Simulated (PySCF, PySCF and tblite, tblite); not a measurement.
# C3H5F2NSi: conformers and averaged spectra, part 2 of 2

PySCF and tblite. Atoms count from 0.

## Step 9: Single-point energy, conformer 1: PBE0/def2-SVP

Job settings and geometry (Å):

```
{"job": {"xc": "PBE0", "basis": "def2-SVP", "kind": "sp"}, "charge": 0, "multiplicity": 1}
N      3.536125     0.311026     0.116252
C      2.471253    -0.126119    -0.011526
C      1.120071    -0.622976    -0.166169
Si    -0.185090     0.753289    -0.021705
C     -1.879183    -0.105083    -0.310754
F     -1.799735    -0.827861    -1.464479
F     -2.853934     0.826547    -0.455857
H      1.002930    -1.097150    -1.154609
H      0.922562    -1.398024     0.592911
H     -0.159623     1.367949     1.334101
H      0.015540     1.769290    -1.088168
H     -2.191349    -0.798464     0.493460
```

Output:

```text
coarse grid: 11216 points
cycle   1  E = -660.1432599592  dE =  6.889e-01  |g| = 7.575e-01  |ddm| = 3.636e+00
cycle   2  E = -659.9038360944  dE =  2.394e-01  |g| = 1.326e+00  |ddm| = 1.620e+00
cycle   3  E = -660.2456613054  dE = -3.418e-01  |g| = 2.346e-01  |ddm| = 1.101e+00
cycle   4  E = -660.2567006739  dE = -1.104e-02  |g| = 6.995e-02  |ddm| = 2.004e-01
cycle   5  E = -660.2576946507  dE = -9.940e-04  |g| = 1.158e-02  |ddm| = 5.815e-02
cycle   6  E = -660.2577263693  dE = -3.172e-05  |g| = 2.973e-03  |ddm| = 1.364e-02
cycle   7  E = -660.2577284419  dE = -2.073e-06  |g| = 6.279e-04  |ddm| = 2.994e-03
final grid: 106616 points
cycle   8  E = -660.3413036334  dE = -1.850e-05  |g| = 6.723e-03  |ddm| = 1.811e-02
cycle   9  E = -660.3412984872  dE =  5.146e-06  |g| = 8.723e-03  |ddm| = 1.193e-02
cycle  10  E = -660.3413134563  dE = -1.497e-05  |g| = 8.044e-04  |ddm| = 6.489e-03
cycle  11  E = -660.3413135750  dE = -1.188e-07  |g| = 3.052e-04  |ddm| = 9.243e-04
cycle  12  E = -660.3413135896  dE = -1.453e-08  |g| = 1.594e-04  |ddm| = 2.940e-04
cycle  13  E = -660.3413135951  dE = -5.478e-09  |g| = 2.514e-05  |ddm| = 1.211e-04
cycle  14  E = -660.3413135952  dE = -1.546e-10  |g| = 6.029e-06  |ddm| = 3.067e-05
converged SCF energy = -660.3413135952
```

Wall time 10 s (1 thread of AMD EPYC, shared host); peak memory 0.59 GiB.

In short: HOMO -8.78 eV, LUMO 0.31 eV; dipole 3.10 D.

## Step 10: Shieldings, conformer 2: WP04/pcSseg-1

Job settings and geometry (Å):

```
{"job": {"xc": "WP04", "basis": "pcSseg-1", "kind": "nmr", "pop": false}, "charge": 0, "multiplicity": 1}
N      3.510292    -0.446322    -0.219602
C      2.443992     0.005543    -0.232053
C      1.093327     0.523742    -0.239978
Si    -0.217912    -0.813640     0.070574
C     -1.868529     0.170282     0.043761
F     -1.957327     0.821635    -1.149394
F     -1.820229     1.112054     1.026070
H      0.977382     1.298877     0.535322
H      0.872798     0.998232    -1.210169
H     -0.218193    -1.828170    -1.018360
H     -0.030627    -1.449563     1.402996
H     -2.795374    -0.415872     0.180644
```

Output:

```text
coarse grid: 11216 points
cycle   1  E = -671.5509102712  dE =  7.008e-01  |g| = 1.153e+00  |ddm| = 3.182e+00
cycle   2  E = -670.9541210923  dE =  5.968e-01  |g| = 2.089e+00  |ddm| = 2.127e+00
cycle   3  E = -671.7209764692  dE = -7.669e-01  |g| = 4.709e-01  |ddm| = 1.646e+00
cycle   4  E = -671.7669183923  dE = -4.594e-02  |g| = 1.357e-01  |ddm| = 3.379e-01
cycle   5  E = -671.7701573883  dE = -3.239e-03  |g| = 3.935e-02  |ddm| = 1.038e-01
cycle   6  E = -671.7704937646  dE = -3.364e-04  |g| = 7.393e-03  |ddm| = 3.155e-02
cycle   7  E = -671.7705047833  dE = -1.102e-05  |g| = 2.021e-03  |ddm| = 6.674e-03
cycle   8  E = -671.7705057367  dE = -9.535e-07  |g| = 4.412e-04  |ddm| = 1.768e-03
final grid: 106616 points
cycle   9  E = -671.8418818919  dE = -3.801e-05  |g| = 7.960e-03  |ddm| = 2.266e-02
cycle  10  E = -671.8418672927  dE =  1.460e-05  |g| = 1.237e-02  |ddm| = 1.115e-02
cycle  11  E = -671.8418930933  dE = -2.580e-05  |g| = 1.970e-03  |ddm| = 6.610e-03
cycle  12  E = -671.8418937514  dE = -6.581e-07  |g| = 8.879e-04  |ddm| = 1.739e-03
cycle  13  E = -671.8418939111  dE = -1.597e-07  |g| = 1.705e-04  |ddm| = 5.724e-04
cycle  14  E = -671.8418939170  dE = -5.880e-09  |g| = 4.475e-05  |ddm| = 1.337e-04
cycle  15  E = -671.8418939174  dE = -4.278e-10  |g| = 1.039e-05  |ddm| = 3.656e-05
converged SCF energy = -671.8418939174

GIAO shielding tensors (ppm)
atom      isotropic    diamagn.    paramagn.     s11        s22        s33       span
  0 N      -43.545     338.629    -382.175   -225.766   -212.619    307.748    533.514
  1 C       56.271     259.917    -203.646    -63.771    -59.650    292.233    356.004
  2 C      175.498     256.126     -80.628    165.083    166.344    195.068     29.985
  3 Si     376.361     881.961    -505.600    365.711    367.485    395.887     30.176
  4 C       46.680     247.150    -200.470     24.813     50.617     64.611     39.799
  5 F      324.312     477.206    -152.894    189.195    331.239    452.502    263.306
  6 F      324.234     477.318    -153.084    188.515    330.983    453.203    264.688
  7 H       29.689      30.329      -0.640     24.327     29.443     35.299     10.972
  8 H       29.687      29.920      -0.233     24.320     29.432     35.308     10.988
  9 H       27.854      29.556      -1.702     25.134     25.961     32.467      7.333
 10 H       27.852      29.700      -1.848     25.136     25.981     32.438      7.301
 11 H       25.488      27.315      -1.827     22.970     25.326     28.170      5.200
```

It took 26 s on 1 thread of AMD EPYC, shared host; peak memory 0.77 GiB.

Key values: HOMO -10.11 eV, LUMO -1.81 eV; dipole 3.68 D.

## Step 11: Single-point energy, conformer 2: PBE0/def2-SVP

The job, as its differences from that of step 10:

```diff
@@ -1,2 +1,2 @@
-{"job": {"xc": "WP04", "basis": "pcSseg-1", "kind": "nmr", "pop": false}, "charge": 0, "multiplicity": 1}
+{"job": {"xc": "PBE0", "basis": "def2-SVP", "kind": "sp"}, "charge": 0, "multiplicity": 1}
 N      3.510292    -0.446322    -0.219602
```

Output:

```text
coarse grid: 11216 points
cycle   1  E = -660.1469267165  dE =  6.887e-01  |g| = 7.531e-01  |ddm| = 3.685e+00
cycle   2  E = -659.9168686071  dE =  2.301e-01  |g| = 1.308e+00  |ddm| = 1.614e+00
cycle   3  E = -660.2479915886  dE = -3.311e-01  |g| = 2.311e-01  |ddm| = 1.079e+00
cycle   4  E = -660.2587066435  dE = -1.072e-02  |g| = 6.973e-02  |ddm| = 1.998e-01
cycle   5  E = -660.2596989880  dE = -9.923e-04  |g| = 1.083e-02  |ddm| = 5.893e-02
cycle   6  E = -660.2597267605  dE = -2.777e-05  |g| = 2.851e-03  |ddm| = 1.320e-02
cycle   7  E = -660.2597286795  dE = -1.919e-06  |g| = 6.009e-04  |ddm| = 2.902e-03
final grid: 106616 points
cycle   8  E = -660.3428025985  dE = -1.939e-05  |g| = 6.798e-03  |ddm| = 2.175e-02
cycle   9  E = -660.3427976111  dE =  4.987e-06  |g| = 8.760e-03  |ddm| = 1.209e-02
cycle  10  E = -660.3428126802  dE = -1.507e-05  |g| = 7.750e-04  |ddm| = 6.517e-03
cycle  11  E = -660.3428127945  dE = -1.144e-07  |g| = 2.812e-04  |ddm| = 9.092e-04
cycle  12  E = -660.3428128054  dE = -1.083e-08  |g| = 1.677e-04  |ddm| = 2.846e-04
cycle  13  E = -660.3428128114  dE = -6.078e-09  |g| = 2.812e-05  |ddm| = 1.300e-04
cycle  14  E = -660.3428128116  dE = -1.938e-10  |g| = 5.635e-06  |ddm| = 3.226e-05
converged SCF energy = -660.3428128116
```

Wall time 11 s (1 thread of AMD EPYC, shared host); peak memory 0.58 GiB.

Key values: HOMO -8.76 eV, LUMO 0.34 eV; dipole 3.53 D.

## Step 12: Shieldings, conformer 3: WP04/pcSseg-1

Job settings and geometry (Å):

```
{"job": {"xc": "WP04", "basis": "pcSseg-1", "kind": "nmr", "pop": false}, "charge": 0, "multiplicity": 1}
N      2.345307     0.867860    -1.548551
C      1.890452     0.164716    -0.748100
C      1.247271    -0.687066     0.230706
Si    -0.633427    -0.757024    -0.051880
C     -1.288121     1.032372     0.166295
F     -0.912278     1.467416     1.401976
F     -2.643488     1.043889     0.103205
H      1.674819    -1.701897     0.189574
H      1.427898    -0.289553     1.243257
H     -0.937789    -1.248055    -1.423711
H     -1.252176    -1.620813     0.990776
H     -0.902886     1.756450    -0.575499
```

Output:

```text
coarse grid: 11216 points
cycle   1  E = -671.5520710985  dE =  7.000e-01  |g| = 1.150e+00  |ddm| = 3.175e+00
cycle   2  E = -670.9515342788  dE =  6.005e-01  |g| = 2.092e+00  |ddm| = 2.068e+00
cycle   3  E = -671.7174973989  dE = -7.660e-01  |g| = 4.857e-01  |ddm| = 1.614e+00
cycle   4  E = -671.7669644318  dE = -4.947e-02  |g| = 1.297e-01  |ddm| = 3.385e-01
cycle   5  E = -671.7698051134  dE = -2.841e-03  |g| = 4.172e-02  |ddm| = 1.018e-01
cycle   6  E = -671.7701942942  dE = -3.892e-04  |g| = 6.771e-03  |ddm| = 3.476e-02
cycle   7  E = -671.7702031189  dE = -8.825e-06  |g| = 1.896e-03  |ddm| = 5.882e-03
final grid: 106616 points
cycle   8  E = -671.8414059819  dE = -3.291e-05  |g| = 9.106e-03  |ddm| = 2.249e-02
cycle   9  E = -671.8413781715  dE =  2.781e-05  |g| = 1.529e-02  |ddm| = 1.342e-02
cycle  10  E = -671.8414193298  dE = -4.116e-05  |g| = 3.647e-03  |ddm| = 9.176e-03
cycle  11  E = -671.8414220582  dE = -2.728e-06  |g| = 6.359e-04  |ddm| = 2.415e-03
cycle  12  E = -671.8414221329  dE = -7.467e-08  |g| = 1.844e-04  |ddm| = 4.402e-04
cycle  13  E = -671.8414221394  dE = -6.511e-09  |g| = 3.429e-05  |ddm| = 1.291e-04
cycle  14  E = -671.8414221396  dE = -2.328e-10  |g| = 9.758e-06  |ddm| = 3.209e-05
converged SCF energy = -671.8414221396

GIAO shielding tensors (ppm)
atom      isotropic    diamagn.    paramagn.     s11        s22        s33       span
  0 N      -44.281     339.760    -384.041   -226.826   -210.057    304.040    530.865
  1 C       55.521     263.028    -207.507    -65.415    -59.537    291.516    356.931
  2 C      173.011     257.083     -84.072    163.842    166.027    189.165     25.323
  3 Si     378.205     882.200    -503.995    360.595    372.668    401.353     40.758
  4 C       47.337     250.701    -203.365     25.188     50.443     66.379     41.191
  5 F      327.065     477.500    -150.435    199.900    335.147    446.149    246.249
  6 F      327.544     473.529    -145.985    195.802    333.638    453.191    257.390
  7 H       30.016      27.756       2.260     25.229     28.142     36.676     11.447
  8 H       29.749      30.541      -0.792     26.293     27.688     35.265      8.972
  9 H       27.843      29.704      -1.862     24.768     26.351     32.410      7.642
 10 H       27.947      29.236      -1.289     24.903     26.218     32.720      7.817
 11 H       25.300      30.859      -5.559     23.340     25.801     26.759      3.419
```

Wall time 25 s (1 thread of AMD EPYC, shared host); peak memory 0.77 GiB.

This run: HOMO -10.18 eV, LUMO -1.94 eV; dipole 3.37 D.

## Step 13: Single-point energy, conformer 3: PBE0/def2-SVP

The job, as its differences from that of step 12:

```diff
@@ -1,2 +1,2 @@
-{"job": {"xc": "WP04", "basis": "pcSseg-1", "kind": "nmr", "pop": false}, "charge": 0, "multiplicity": 1}
+{"job": {"xc": "PBE0", "basis": "def2-SVP", "kind": "sp"}, "charge": 0, "multiplicity": 1}
 N      2.345307     0.867860    -1.548551
```

Output:

```text
coarse grid: 11216 points
cycle   1  E = -660.1471726785  dE =  6.886e-01  |g| = 7.535e-01  |ddm| = 3.620e+00
cycle   2  E = -659.9131050971  dE =  2.341e-01  |g| = 1.317e+00  |ddm| = 1.550e+00
cycle   3  E = -660.2472793295  dE = -3.342e-01  |g| = 2.354e-01  |ddm| = 1.056e+00
cycle   4  E = -660.2584406083  dE = -1.116e-02  |g| = 6.827e-02  |ddm| = 1.999e-01
cycle   5  E = -660.2593848019  dE = -9.442e-04  |g| = 1.216e-02  |ddm| = 5.935e-02
cycle   6  E = -660.2594220865  dE = -3.728e-05  |g| = 2.687e-03  |ddm| = 1.532e-02
cycle   7  E = -660.2594237592  dE = -1.673e-06  |g| = 6.403e-04  |ddm| = 2.947e-03
final grid: 106616 points
cycle   8  E = -660.3422161068  dE = -1.841e-05  |g| = 6.602e-03  |ddm| = 1.957e-02
cycle   9  E = -660.3422109922  dE =  5.115e-06  |g| = 8.587e-03  |ddm| = 1.197e-02
cycle  10  E = -660.3422258369  dE = -1.484e-05  |g| = 8.446e-04  |ddm| = 6.387e-03
cycle  11  E = -660.3422259604  dE = -1.235e-07  |g| = 3.359e-04  |ddm| = 8.952e-04
cycle  12  E = -660.3422259799  dE = -1.950e-08  |g| = 1.555e-04  |ddm| = 3.141e-04
cycle  13  E = -660.3422259851  dE = -5.164e-09  |g| = 2.185e-05  |ddm| = 1.201e-04
cycle  14  E = -660.3422259852  dE = -1.123e-10  |g| = 6.103e-06  |ddm| = 2.823e-05
converged SCF energy = -660.3422259852
```

Wall time 9.2 s (1 thread of AMD EPYC, shared host); peak memory 0.58 GiB.

In short: HOMO -8.74 eV, LUMO 0.24 eV; dipole 3.11 D.

## Step 14: Shieldings, conformer 4: WP04/pcSseg-1

Job settings and geometry (Å):

```
{"job": {"xc": "WP04", "basis": "pcSseg-1", "kind": "nmr", "pop": false}, "charge": 0, "multiplicity": 1}
N     -2.491973     1.535239    -0.763611
C     -1.951781     0.596639    -0.354032
C     -1.255444    -0.578350     0.128784
Si     0.535183    -0.703986    -0.493942
C      1.521562     0.676441     0.406795
F      1.345587     0.498047     1.747306
F      1.026145     1.892438     0.075790
H     -1.223045    -0.566386     1.231319
H     -1.808663    -1.482879    -0.172978
H      1.090346    -2.025271    -0.083900
H      0.608524    -0.526611    -1.969943
H      2.609997     0.683638     0.210521
```

Output:

```text
coarse grid: 11216 points
cycle   1  E = -671.5445788716  dE =  7.089e-01  |g| = 1.156e+00  |ddm| = 3.176e+00
cycle   2  E = -670.9270625157  dE =  6.175e-01  |g| = 2.112e+00  |ddm| = 2.150e+00
cycle   3  E = -671.7162361600  dE = -7.892e-01  |g| = 4.773e-01  |ddm| = 1.673e+00
cycle   4  E = -671.7634428470  dE = -4.721e-02  |g| = 1.358e-01  |ddm| = 3.382e-01
cycle   5  E = -671.7666580777  dE = -3.215e-03  |g| = 4.032e-02  |ddm| = 1.044e-01
cycle   6  E = -671.7670143160  dE = -3.562e-04  |g| = 7.549e-03  |ddm| = 3.428e-02
cycle   7  E = -671.7670263086  dE = -1.199e-05  |g| = 1.815e-03  |ddm| = 7.036e-03
cycle   8  E = -671.7670270401  dE = -7.315e-07  |g| = 5.255e-04  |ddm| = 1.730e-03
final grid: 106616 points
cycle   9  E = -671.8393802931  dE = -4.078e-05  |g| = 7.744e-03  |ddm| = 2.337e-02
cycle  10  E = -671.8393653526  dE =  1.494e-05  |g| = 1.226e-02  |ddm| = 1.112e-02
cycle  11  E = -671.8393909262  dE = -2.557e-05  |g| = 2.059e-03  |ddm| = 6.693e-03
cycle  12  E = -671.8393916571  dE = -7.309e-07  |g| = 8.916e-04  |ddm| = 1.757e-03
cycle  13  E = -671.8393918172  dE = -1.601e-07  |g| = 1.791e-04  |ddm| = 5.680e-04
cycle  14  E = -671.8393918236  dE = -6.376e-09  |g| = 4.164e-05  |ddm| = 1.416e-04
cycle  15  E = -671.8393918239  dE = -3.256e-10  |g| = 1.295e-05  |ddm| = 3.537e-05
converged SCF energy = -671.8393918239

GIAO shielding tensors (ppm)
atom      isotropic    diamagn.    paramagn.     s11        s22        s33       span
  0 N      -44.455     339.780    -384.235   -226.302   -212.489    305.426    531.728
  1 C       56.451     261.415    -204.964    -63.944    -58.000    291.298    355.242
  2 C      174.935     255.989     -81.054    165.135    167.161    192.509     27.374
  3 Si     377.515     881.881    -504.366    354.375    381.423    396.747     42.371
  4 C       47.585     246.046    -198.461     26.297     50.693     65.765     39.468
  5 F      326.628     477.514    -150.886    190.064    336.957    452.864    262.801
  6 F      320.797     478.028    -157.231    190.065    324.010    448.316    258.251
  7 H       29.578      30.421      -0.844     26.171     27.556     35.007      8.836
  8 H       30.019      27.620       2.399     25.027     28.252     36.777     11.750
  9 H       28.073      29.296      -1.223     25.153     25.889     33.176      8.022
 10 H       27.789      29.556      -1.767     25.126     25.803     32.440      7.314
 11 H       25.466      27.535      -2.069     22.922     25.236     28.239      5.317
```

It took 27 s on 1 thread of AMD EPYC, shared host; peak memory 0.77 GiB.

This run: HOMO -10.03 eV, LUMO -1.83 eV; dipole 5.26 D.

## Step 15: Single-point energy, conformer 4: PBE0/def2-SVP

The job, as its differences from that of step 14:

```diff
@@ -1,2 +1,2 @@
-{"job": {"xc": "WP04", "basis": "pcSseg-1", "kind": "nmr", "pop": false}, "charge": 0, "multiplicity": 1}
+{"job": {"xc": "PBE0", "basis": "def2-SVP", "kind": "sp"}, "charge": 0, "multiplicity": 1}
 N     -2.491973     1.535239    -0.763611
```

Output:

```text
coarse grid: 11216 points
cycle   1  E = -660.1425219344  dE =  6.953e-01  |g| = 7.568e-01  |ddm| = 3.630e+00
cycle   2  E = -659.9049172924  dE =  2.376e-01  |g| = 1.325e+00  |ddm| = 1.586e+00
cycle   3  E = -660.2451747008  dE = -3.403e-01  |g| = 2.343e-01  |ddm| = 1.077e+00
cycle   4  E = -660.2561794929  dE = -1.100e-02  |g| = 6.992e-02  |ddm| = 2.004e-01
cycle   5  E = -660.2571734631  dE = -9.940e-04  |g| = 1.138e-02  |ddm| = 6.002e-02
cycle   6  E = -660.2572054026  dE = -3.194e-05  |g| = 2.746e-03  |ddm| = 1.456e-02
cycle   7  E = -660.2572071595  dE = -1.757e-06  |g| = 6.159e-04  |ddm| = 3.132e-03
final grid: 106616 points
cycle   8  E = -660.3409876291  dE = -2.007e-05  |g| = 6.793e-03  |ddm| = 1.906e-02
cycle   9  E = -660.3409826813  dE =  4.948e-06  |g| = 8.704e-03  |ddm| = 1.207e-02
cycle  10  E = -660.3409978022  dE = -1.512e-05  |g| = 7.620e-04  |ddm| = 6.458e-03
cycle  11  E = -660.3409979089  dE = -1.067e-07  |g| = 2.762e-04  |ddm| = 8.569e-04
cycle  12  E = -660.3409979190  dE = -1.007e-08  |g| = 1.683e-04  |ddm| = 2.760e-04
cycle  13  E = -660.3409979251  dE = -6.147e-09  |g| = 2.491e-05  |ddm| = 1.286e-04
cycle  14  E = -660.3409979253  dE = -1.443e-10  |g| = 6.345e-06  |ddm| = 3.049e-05
converged SCF energy = -660.3409979253
```

It took 9.8 s on 1 thread of AMD EPYC, shared host; peak memory 0.58 GiB.

This run: HOMO -8.68 eV, LUMO 0.30 eV; dipole 4.78 D.

## Step 16: Averages: properties at WP04/pcSseg-1

Job settings and geometry (Å):

```
{"job": {"study": "conf", "smiles": "N#CC[SiH2]C(F)F", "search": {"seed": 1464, "n_embed": 90, "ff_keep": 18, "window": 3.0, "nmax": 5, "temps": [200, 250, 298.15, 350, 400], "t_ref": 298.15, "order": 0.002, "geom": true}, "level": {"nmr": {"xc": "WP04", "basis": "pcSseg-1"}, "sp": {"xc": "PBE0", "basis": "def2-SVP"}}, "kind": "conf"}, "charge": 0, "multiplicity": 1}
N      2.345307     0.867860    -1.548551
C      1.890452     0.164716    -0.748100
C      1.247271    -0.687066     0.230706
Si    -0.633427    -0.757024    -0.051880
C     -1.288121     1.032372     0.166295
F     -0.912278     1.467416     1.401976
F     -2.643488     1.043889     0.103205
H      1.674819    -1.701897     0.189574
H      1.427898    -0.289553     1.243257
H     -0.937789    -1.248055    -1.423711
H     -1.252176    -1.620813     0.990776
H     -0.902886     1.756450    -0.575499
```

Output:

```text
conformer  sym    E(xTB)   E(DFT)   G(298.15 K)  weight  dipole/D
    1     C1      0.189    0.998    0.702   0.1251    3.099
    2     Cs      0.000    0.000    0.164   0.3100    3.527
    3     C1      0.459    0.230    0.000   0.4087    3.112
    4     C1      1.802    1.005    0.570   0.1562    4.779

mean shielding (ppm) by class
class atoms           200 K      250 K   298.15 K      350 K      400 K
  0 N  0            -43.998    -44.053    -44.091    -44.121    -44.144
  1 C  1             56.012     56.043     56.071     56.097     56.118
  2 C  2            174.228    174.164    174.131    174.112    174.102
  3 Si 3            377.323    377.385    377.422    377.448    377.465
  4 C  4             47.066     47.109     47.138     47.162      47.18
  5 F  5,6          325.593    325.575    325.539    325.498    325.461
  6 H  7,8           29.797     29.807     29.813     29.817      29.82
  7 H  9,10          27.874     27.876     27.877     27.878     27.879
  8 H  11            25.421     25.427     25.432     25.438     25.442
```

Run time: 2.8 min. Hardware: 1 thread of AMD EPYC, shared host. This counts the runs that the step sums up.

The search (ETKDG and KDG, MMFF94s, GFN2-xTB) embedded 90 structures, kept 5 distinct ones after the force field and 4 after xTB; 4 were carried on (window 3.0 kcal/mol at the search's own energies). Energies: PBE0/def2-SVP with D3(BJ).

The conformers at 298 K:

| no. | group | mirror pair | ΔE xTB | ΔE DFT | ΔG | weight (%) | μ (D) | C1–C2–Si3–C4 (°) | C2–Si3–C4–F5 (°) | A, B, C (GHz) |
| --- | --- | --- | --- | --- | --- | --- | --- | --- | --- | --- |
| 1 | C1 | yes | 0.19 | 1.00 | 0.70 | 12.5 | 3.10 | 178 | -51 | 6.23, 0.92, 0.83 |
| 2 | Cs | no | 0.00 | 0.00 | 0.16 | 31.0 | 3.53 | 179 | 57 | 4.89, 0.99, 0.98 |
| 3 | C1 | yes | 0.46 | 0.23 | 0.00 | 40.9 | 3.11 | -62 | -56 | 3.52, 1.22, 1.11 |
| 4 | C1 | yes | 1.80 | 1.00 | 0.57 | 15.6 | 4.78 | 71 | 55 | 2.96, 1.51, 1.25 |

Energies in kcal/mol. ΔG holds xTB vibrations and rotation, symmetry numbers and mirror pairs.

Weights (%) by temperature:

| no. | 200 K | 250 K | 298 K | 350 K | 400 K |
| --- | --- | --- | --- | --- | --- |
| 3 | 42.8 | 42.1 | 40.9 | 39.5 | 38.3 |
| 2 | 41.3 | 35.2 | 31.0 | 27.7 | 25.4 |
| 4 | 8.4 | 12.4 | 15.6 | 18.5 | 20.7 |
| 1 | 7.5 | 10.4 | 12.5 | 14.3 | 15.5 |

How the weights hang on the way they are made:

| scheme | 3 | 2 | 4 | 1 | mean μ (D) |
| --- | --- | --- | --- | --- | --- |
| DFT free energy | 41 | 31 | 16 | 13 | 3.50 |
| DFT energy, symmetry counted | 44 | 32 | 12 | 12 | 3.44 |
| DFT energy alone | 33 | 49 | 9 | 9 | 3.46 |
| xTB energy, symmetry counted | 27 | 29 | 3 | 42 | 3.27 |
| xTB free energy | 25 | 28 | 4 | 44 | 3.28 |
| lowest conformer only | 100 | 0 | 0 | 0 | 3.11 |
| equal weights | 25 | 25 | 25 | 25 | 3.63 |
| conformers found from three starts alone | 77 | 0 | 0 | 23 | 3.11 |

Shifts against references run at the same level ($^{19}$F CFCl3 177.0, $^{1}$H TMS 31.56, $^{13}$C TMS 172.4, $^{15}$N NH3 246.9, $^{29}$Si TMS 338.7 ppm of shielding), by class of atoms, at 298 K:

| atoms | environment | no. 3 | no. 2 | no. 4 | average |
| --- | --- | --- | --- | --- | --- |
| C4 | sp3 CH bonded to 2 F and Si | 125.1 | 125.8 | 124.9 | 125.3 |
| C1 | nitrile carbon | 116.9 | 116.2 | 116.0 | 116.4 |
| C2 | sp3 CH2 bonded to Si, α to a nitrile | -0.6 | -3.1 | -2.5 | -1.7 |
| H11 | hydrogen on an sp3 CH bonded to 2 F and Si | 6.26 | 6.08 | 6.10 | 6.13 |
| H9, H10 | hydrogen on a silicon bonded to 2 C | 3.67 | 3.71 | 3.63 | 3.69 |
| H7, H8 | hydrogen on an sp3 CH2 bonded to Si, α to a nitrile | 1.68 | 1.88 | 1.77 | 1.75 |
| N0 | nitrile nitrogen | 291.2 | 290.4 | 291.4 | 291.0 |
| Si3 | silicon bonded to 2 C, 2 H | -39.5 | -37.7 | -38.8 | -38.7 |
| F5, F6 | fluorine of a CF2 group | -150.3 | -147.3 | -146.8 | -148.6 |

Effective distances for nuclear Overhauser effects, ⟨r⁻⁶⟩^(−1/6) over all pairs of two classes (Å): H7···H9 3.19; H9···H11 3.25; H7···H11 3.88.

## Step 17: Results

The summary covers parts 1 to 2.

```
                                quantity                                                value
                              conformers  4; the first in weight is no. 3 (C1), 41 % at 298 K
                 root-mean-square dipole                                               3.55 D
averaged $^{13}$C shifts (WP04/pcSseg-1)                               125.3, 116.4, -1.7 ppm
 averaged $^{1}$H shifts (WP04/pcSseg-1)                                 6.13, 3.69, 1.75 ppm
averaged $^{19}$F shifts (WP04/pcSseg-1)                                           -148.6 ppm
```

Conformer 3 leads with 41 % at 298 K, and its share goes from 43 % at 200 K to 38 % at 400 K. It is not the lowest in DFT energy (no. 2 is): its mirror image counts too, which doubles its weight. Among conformers over 5 %, H11 differs by 0.38 ppm, while the average moves by 0.02 ppm from 200 to 400 K.
